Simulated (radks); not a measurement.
# Ionisation energy and size from Ni to Kr

An exercise on one series of results from a longer session: the logs are not shown, and one member is left open.

Program: radks (a radial shooting solver on a logarithmic mesh, Libxc functionals) version 1. Level of theory: scalar-relativistic Kohn-Sham, r2SCAN, spin-polarised, spherical densities, finite nucleus; open shells are filled with parallel spins first. These are calculated values, not measurements, unless marked.

## The atom as given

```
species : Ni, Cu, Zn, Ga, Ge, As, Se, Br, Kr
runs    : 18, each species and its next ion
```

The first run:

Settings of this run:

```text
Z 28
configuration [Ar] 3d8 4s2
relativity scalar-relativistic
functional r2scan,r2scan
spin polarised
nucleus finite rms 3.7757 fm
c 137.035999084
```

Steps of the session up to this table: Ni, [Ar] 3d8 4s2; Ni⁺, [Ar] 3d9; Cu, [Ar] 3d10 4s1; Cu⁺, [Ar] 3d10; Zn, [Ar] 3d10 4s2; Zn⁺, [Ar] 3d10 4s1; Ga, [Ar] 3d10 4s2 4p1; Ga⁺, [Ar] 3d10 4s2; Ge, [Ar] 3d10 4s2 4p2; Ge⁺, [Ar] 3d10 4s2 4p1; As, [Ar] 3d10 4s2 4p3; As⁺, [Ar] 3d10 4s2 4p2; Se, [Ar] 3d10 4s2 4p4; Se⁺, [Ar] 3d10 4s2 4p3; Br, [Ar] 3d10 4s2 4p5; Br⁺, [Ar] 3d10 4s2 4p4; Kr, [Kr]; Kr⁺, [Ar] 3d10 4s2 4p5.

One table of the session follows, with a row left open; its other results are not shown here.

```
species  Δ-SCF (eV)  −ε(HOMO) (eV)  its <r> (bohr)
     Ni           ?              ?               ?
     Cu       8.257          4.913            2.90
     Zn       9.411          6.220            2.65
     Ga       5.850          2.960            3.30
     Ge       8.161          4.667            2.81
     As      10.282          6.310            2.49
     Se       9.285          5.573            2.33
     Br      11.984          7.667            2.11
     Kr      14.435          9.651            1.93
```

**Question.** Estimate the row for Ni.

The run gave: Δ-SCF (eV): 6.992; −ε(HOMO) (eV): 5.702; its <r> (bohr): 2.86. In the column «Δ-SCF (eV)» it lies between Ga (5.850) and Ge (8.161).

For Cu the highest level isn't the widest one, so −ε(HOMO) and <r> belong to different orbitals, and Δ-SCF follows the ion's typed configuration. Open shells are spherical and high-spin; term and fine-structure splittings are not resolved.
